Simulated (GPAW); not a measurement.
Runs of GPAW 26.7.0 on NiMoIrPdW. It takes space group P3m1 (No. 156, trigonal). The conventional cell has a = 4.147 Å, b = 4.147 Å, c = 5.416 Å, α = 90.00°, β = 90.00°, γ = 120.00°. Ni (site symmetry 3m) is surrounded by 3 W at 2.40 Å and 3 Ir at 2.71 Å. Mo (site symmetry 3m) has 1 W at 2.49 Å and 3 Ir at 2.64 Å and 3 Pd at 2.85 Å as nearest neighbours. Around Pd (site symmetry 3m) lie 2 Ir at 2.65 to 2.76 Å and 3 W at 2.76 Å and 3 Ni at 2.82 Å and 3 Mo at 2.85 Å. Ir (site symmetry 3m) has 3 Mo at 2.64 Å and 2 Pd at 2.65 to 2.76 Å and 3 Ni at 2.71 Å and 3 W at 2.77 Å as nearest neighbours. Around W (site symmetry 3m) lie 3 Ni at 2.40 Å and 1 Mo at 2.49 Å. The cell was built by a generator and needn't be a form met in nature.

```tsv
level	potentials or basis	eigensolver	pressure (GPa)	moment (μB)	largest force (eV/Å)
SCAN	GPAW PAW data sets (gpaw-data 1.2.1), pw	-	-9.0	0.00	0.61
revPBE	the program's PAW data sets (release 1.2.1) made for this functional, pw	-	(a)	0.00	0.12
AM05	PAW data sets generated in the run's folder for this functional, pw	-	-8.6	0.00	0.26
PW91	PAW data sets generated in the run's folder for this functional, pw	-	(b)	0.00	0.17
BLYP	PAW data sets generated in the run's folder for this functional, pw	davidson	(c)	0.00	0.42
```

Alike in all rows: task band structure; spin collinear, ferromagnetic start; cell as given; k mesh 5 × 5 × 4; cutoff (eV) 600; smearing fermi-dirac 0.05 eV.

Task: Fill in the values left out.

Result: (a) 3.3; (b) 0.2; (c) 8.8.

Caveats: the stock nickel data set gives pressures a few GPa off other programs; the PAW data sets were made with another functional, which shifts forces and pressure a little (some runs).

Runs at the PBE level aren't shown here.
